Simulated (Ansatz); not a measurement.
# HfSi+ (quartet): from Hartree-Fock to the top rungs, def2-QZVPP

The task here is to estimate one member of a computed series from the others.

Program: Ansatz 0.2.0, Gaussian basis. Level of theory: def2-QZVPP, core rule «outside noble gas», up to 9 orbitals frozen. These are calculated values, not measurements.

Plan: UHF; ROHF; CCSD(T) on UHF.

2 further runs of the same task are left out: 2 set aside as unsound or not needed.

## The geometry

The geometry is a PBE0/def2-TZVP stationary point (not a proven minimum) of the parent state, kept for this charge and spin. No spin-orbit coupling is included. Elements past krypton take def2 core potentials.

2 atoms, charge 1, spin multiplicity 4.

Atoms are counted from 1 here; the program's logs count them from 0.

Bond lengths: Hf1–Si2 2.399 Å.

As a file:

```xyz
2
charge 1, multiplicity 4
Hf    0.0000    0.0000    0.0000
Si    0.0000    0.0000    2.3988
```

The first run:

in.yaml reads:

```yaml
crystal:
  periodic: [false, false, false]
  atoms:
    - {symbol: Hf, position_ang: [0.000000, 0.000000, 0.000000]}
    - {symbol: Si, position_ang: [0.000000, 0.000000, 2.398800]}
basis:
  gaussian: {orbitals: "def2-QZVPP.json"}
total_charge: 1
magnetization: {spin_polarized: true, initial_magnetization: 3}
hamiltonian: {xc: hf}
output: {orbitals: {seedname: orbitals}}
```

Run with:

```bash
$ ansatz run in.yaml --threads 1 --pin off --events-out ev --progress --plain --max-ram 4096MiB --backend cpu
```

Among the steps run: UHF; ROHF; CCSD(T) on UHF.

One table of the session follows, with a row left open; its other results are not shown here.

| method | from UCCSD(T) (kJ/mol) |
| --- | --- |
| ROHF | +481.3 |
| UMP2 | +112.0 |
| UCCSD | ? |
| UCCSD(T) | 0 |

Q: Estimate the row for UCCSD from the others.

As computed: from UCCSD(T) (kJ/mol): +33.4. In the column «from UCCSD(T) (kJ/mol)» it lies between UCCSD(T) (0) and UMP2 (+112.0).

Left out of the table: UHF (another determinant or state than the rows shown).

Caveats from the session: The determinant is far from a pure spin state, so its energy mixes those of several spin states (harmless only where they are near-degenerate, as at dissociation). Warnings: spin contamination; coupled cluster took another determinant than the lowest.
